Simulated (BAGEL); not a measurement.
# One shape, several levels: triplet Si2NH5O

Aim: a comparison of 5 runs (UHF/STO-3G, UHF/3-21G, ROHF/6-31G*, ROHF/cc-pVDZ, UHF/cc-pVDZ) of triplet Si2NH5O. 

Program for the calculation: BAGEL 1.2.2.

### Step 1. Starting point

Si2NH5O has 9 atoms, charge 0, and is taken as a triplet. SMILES of the parent species: `N1[SiH2]O[SiH2]1`. The coordinates come from a GFN2-xTB relaxation. That shape belongs to the parent species and isn't relaxed for this state.

Bond lengths: N1–Si2 1.742 Å, Si2–O3 1.663 Å, N1–Si4 1.743 Å, O3–Si4 1.663 Å, N1–H5 1.003 Å, Si2–H6 1.452 Å, Si2–H7 1.454 Å, Si4–H8 1.453 Å, Si4–H9 1.452 Å. Some angles: N1–Si2–O3 85.7°, Si2–N1–Si4 91.4°, Si2–O3–Si4 97.2°, N1–Si4–O3 85.7°, N1–Si2–H6 114.5°, N1–Si2–H7 114.5°, O3–Si2–H6 110.3°, O3–Si2–H7 110.2°, Si2–N1–H5 134.2°, Si4–N1–H5 134.4°.

### Step 2. A single-point energy at UHF/STO-3G (density fitting with qzvpp-jkfit) (run 1)

The input, calc.json:

```json
{ "bagel" : [

{
  "title" : "molecule",
  "basis" : "sto-3g",
  "df_basis" : "qzvpp-jkfit",
  "angstrom" : true,
  "geometry" : [
    { "atom" : "N", "xyz" : [      -0.733740,       0.378460,      -0.561130 ] },
    { "atom" : "Si", "xyz" : [       0.954270,       0.754990,      -0.350250 ] },
    { "atom" : "O", "xyz" : [       0.966010,      -0.491250,       0.750680 ] },
    { "atom" : "Si", "xyz" : [      -0.634030,      -0.918540,       0.598540 ] },
    { "atom" : "H", "xyz" : [      -1.468020,       0.754270,      -1.131390 ] },
    { "atom" : "H", "xyz" : [       1.211230,       2.018980,       0.317440 ] },
    { "atom" : "H", "xyz" : [       1.791800,       0.423750,      -1.491200 ] },
    { "atom" : "H", "xyz" : [      -0.745980,      -2.248940,       0.024760 ] },
    { "atom" : "H", "xyz" : [      -1.341540,      -0.671720,       1.842540 ] }
  ]
},

{
  "title" : "uhf",
  "nopen" : 2
},

{
  "title" : "print",
  "file" : "orbitals.molden",
  "orbitals" : true
}

]}
```

The run is started by

```bash
$ BAGEL_NUM_THREADS=1 BAGEL calc.json > calc.out
```

Standard output:

```text
* using 1 threads per process

  ===============================================================
  ===============================================================

  *** Geometry ***

  { "atom" : "N", "xyz" : [     -1.386568,      0.715186,     -1.060382 ] },
  { "atom" : "Si", "xyz" : [      1.803309,      1.426724,     -0.661877 ] },
  { "atom" : "O", "xyz" : [      1.825494,     -0.928328,      1.418580 ] },
[... 5 lines of this table left out ...]
  { "atom" : "H", "xyz" : [     -2.535143,     -1.269367,      3.481896 ] },

  Number of auxiliary basis functions:      500

  Since a DF basis is specified, we compute 2- and 3-index integrals:
    o Being stored without compression. Storage requirement is 0.004 GB

  Number of basis functions:       33
  Number of electrons      :       48

    * METHOD: MOLECULE                             0.17

  *** Open-shell HF ***

  === Nuclear Repulsion ===
   238.5595041495

      * DIIS with orbital gradients will be used.

  === UHF iteration (sto-3g) ===
      0       -701.35789043          0.02867155           0.05
      1       -701.46358081          0.01297841           0.05
      2       -701.48146527          0.00478704           0.05
[... 14 lines of this table left out ...]
     17       -701.48580078          0.00000001           0.05
    * SCF iteration converged.

    * S^2 (UHF) is 2.0169

    * Permanent dipole moment:
           (    1.073433,    -0.556552,     0.833500) a.u.

    * METHOD: UHF                                  0.97

    * METHOD: PRINT                                0.00

  ===============================================================
```

It took 1.3 s on 1 thread of Arm Neoverse V2, shared host; peak memory 0.082 GiB.

### Step 3. A single-point energy at UHF/3-21G (density fitting with qzvpp-jkfit) (run 2)

The input, hf.json:

```json
{ "bagel": [

{
  "title": "molecule",
  "basis": "3-21g",
  "df_basis": "qzvpp-jkfit",
  "angstrom": "true",
  "geometry": [
    { "atom": "N", "xyz": [   -0.733740,    0.378460,   -0.561130 ] },
    { "atom": "Si", "xyz": [    0.954270,    0.754990,   -0.350250 ] },
    { "atom": "O", "xyz": [    0.966010,   -0.491250,    0.750680 ] },
    { "atom": "Si", "xyz": [   -0.634030,   -0.918540,    0.598540 ] },
    { "atom": "H", "xyz": [   -1.468020,    0.754270,   -1.131390 ] },
    { "atom": "H", "xyz": [    1.211230,    2.018980,    0.317440 ] },
    { "atom": "H", "xyz": [    1.791800,    0.423750,   -1.491200 ] },
    { "atom": "H", "xyz": [   -0.745980,   -2.248940,    0.024760 ] },
    { "atom": "H", "xyz": [   -1.341540,   -0.671720,    1.842540 ] }
  ]
},
{ "title": "uhf", "nopen": 2 },
{ "title": "print", "file": "orbitals.molden", "orbitals": "true" }

]}
```

The run is started by

```bash
$ BAGEL_NUM_THREADS=1 BAGEL hf.json > hf.out
```

Standard output:

```text
* using 1 threads per process

  ===============================================================
  ===============================================================

  *** Geometry ***

  { "atom" : "N", "xyz" : [     -1.386568,      0.715186,     -1.060382 ] },
  { "atom" : "Si", "xyz" : [      1.803309,      1.426724,     -0.661877 ] },
  { "atom" : "O", "xyz" : [      1.825494,     -0.928328,      1.418580 ] },
[... 5 lines of this table left out ...]
  { "atom" : "H", "xyz" : [     -2.535143,     -1.269367,      3.481896 ] },

  Number of auxiliary basis functions:      500

  Since a DF basis is specified, we compute 2- and 3-index integrals:
    o Being stored without compression. Storage requirement is 0.012 GB

  Number of basis functions:       54
  Number of electrons      :       48

    * METHOD: MOLECULE                             0.17

  *** Open-shell HF ***

  === Nuclear Repulsion ===
   238.5595041495

      * DIIS with orbital gradients will be used.

  === UHF iteration (3-21g) ===
      0       -705.91752420          0.05211923           0.09
      1       -706.06743607          0.03522477           0.08
      2       -706.12792866          0.02163292           0.08
[... 17 lines of this table left out ...]
     20       -706.17088152          0.00000001           0.09
    * SCF iteration converged.

    * S^2 (UHF) is 2.0114

    * Permanent dipole moment:
           (    1.384371,    -0.709528,     1.069411) a.u.

    * METHOD: UHF                                  1.91

    * METHOD: PRINT                                0.01

  ===============================================================
```

Wall time 2.2 s (1 thread of Arm Neoverse V2, shared host); peak memory 0.089 GiB.

Runs 3 to 4 aren't shown in full; the table further down has their settings and results.

### Step 4. A single-point energy at UHF/cc-pVDZ (density fitting with qzvpp-jkfit) (run 5)

The input, calc.json:

```json
{ "bagel": [

{
  "title": "molecule",
  "basis": "cc-pvdz.json",
  "df_basis": "qzvpp-jkfit",
  "angstrom": true,
  "geometry": [
    { "atom": "N", "xyz": [   -0.733740,    0.378460,   -0.561130 ] },
    { "atom": "Si", "xyz": [    0.954270,    0.754990,   -0.350250 ] },
    { "atom": "O", "xyz": [    0.966010,   -0.491250,    0.750680 ] },
    { "atom": "Si", "xyz": [   -0.634030,   -0.918540,    0.598540 ] },
    { "atom": "H", "xyz": [   -1.468020,    0.754270,   -1.131390 ] },
    { "atom": "H", "xyz": [    1.211230,    2.018980,    0.317440 ] },
    { "atom": "H", "xyz": [    1.791800,    0.423750,   -1.491200 ] },
    { "atom": "H", "xyz": [   -0.745980,   -2.248940,    0.024760 ] },
    { "atom": "H", "xyz": [   -1.341540,   -0.671720,    1.842540 ] }
  ]
},
{
  "title": "uhf",
  "nopen": 2
},
{
  "title": "print",
  "file": "orbitals.molden",
  "orbitals": true
}

]}
```

The basis set cc-pVDZ is read from a file made from the Basis Set Exchange's data (not shown).

The run is started by

```bash
$ BAGEL_NUM_THREADS=1 BAGEL calc.json > calc.out
```

Standard output:

```text
* using 1 threads per process

  ===============================================================
  ===============================================================

  *** Geometry ***

  { "atom" : "N", "xyz" : [     -1.386568,      0.715186,     -1.060382 ] },
  { "atom" : "Si", "xyz" : [      1.803309,      1.426724,     -0.661877 ] },
  { "atom" : "O", "xyz" : [      1.825494,     -0.928328,      1.418580 ] },
[... 5 lines of this table left out ...]
  { "atom" : "H", "xyz" : [     -2.535143,     -1.269367,      3.481896 ] },

  Number of auxiliary basis functions:      500

  Since a DF basis is specified, we compute 2- and 3-index integrals:
    o Being stored without compression. Storage requirement is 0.032 GB

  Number of basis functions:       89
  Number of electrons      :       48

    * METHOD: MOLECULE                             0.23

  *** Open-shell HF ***

  === Nuclear Repulsion ===
   238.5595041495

      * DIIS with orbital gradients will be used.

  === UHF iteration (cc-pvdz.json) ===
      0       -709.54487966          0.03722228           0.16
      1       -709.75857199          0.03003317           0.16
      2       -709.87092073          0.01826602           0.16
[... 22 lines of this table left out ...]
     25       -709.97517558          0.00000001           0.15
    * SCF iteration converged.

    * S^2 (UHF) is 2.0135

    * Permanent dipole moment:
           (    1.052365,    -0.541140,     0.812203) a.u.

    * METHOD: UHF                                  4.17

    * METHOD: PRINT                                0.01

  ===============================================================
```

Wall time 4.8 s (1 thread of Arm Neoverse V2, shared host); peak memory 0.13 GiB.

### Step 5. Overview of the runs

```
run                                                                level  energy (Eh)  dipole moment (D)   ⟨S²⟩  wall time
  1                        UHF/STO-3G (density fitting with qzvpp-jkfit)  -701.485801               3.73  2.017      1.3 s
  2                         UHF/3-21G (density fitting with qzvpp-jkfit)  -706.170882               4.80  2.011      2.2 s
  3  ROHF/6-31G* (density fitting with qzvpp-jkfit, spherical functions)  -709.943698               3.78  2.000      3.3 s
  4                      ROHF/cc-pVDZ (density fitting with qzvpp-jkfit)  -709.969127               3.59  2.000      5.1 s
  5                       UHF/cc-pVDZ (density fitting with qzvpp-jkfit)  -709.975176               3.65  2.014      4.8 s
```

### Step 6. Results

| quantity | value |
| --- | --- |
| run 5: total energy | -709.97518 Eh |
| run 5: dipole moment | 3.65 D |
| run 5: ⟨S²⟩ | 2.014 |

**Reading.** The dipole moment (its size) runs from 3.59 D (ROHF/cc-pVDZ) to 4.80 D (UHF/3-21G). The two ends differ in method and basis. In run 1 the basis is minimal, so the values are rough. All runs together took 17 s, the longest 5.1 s.
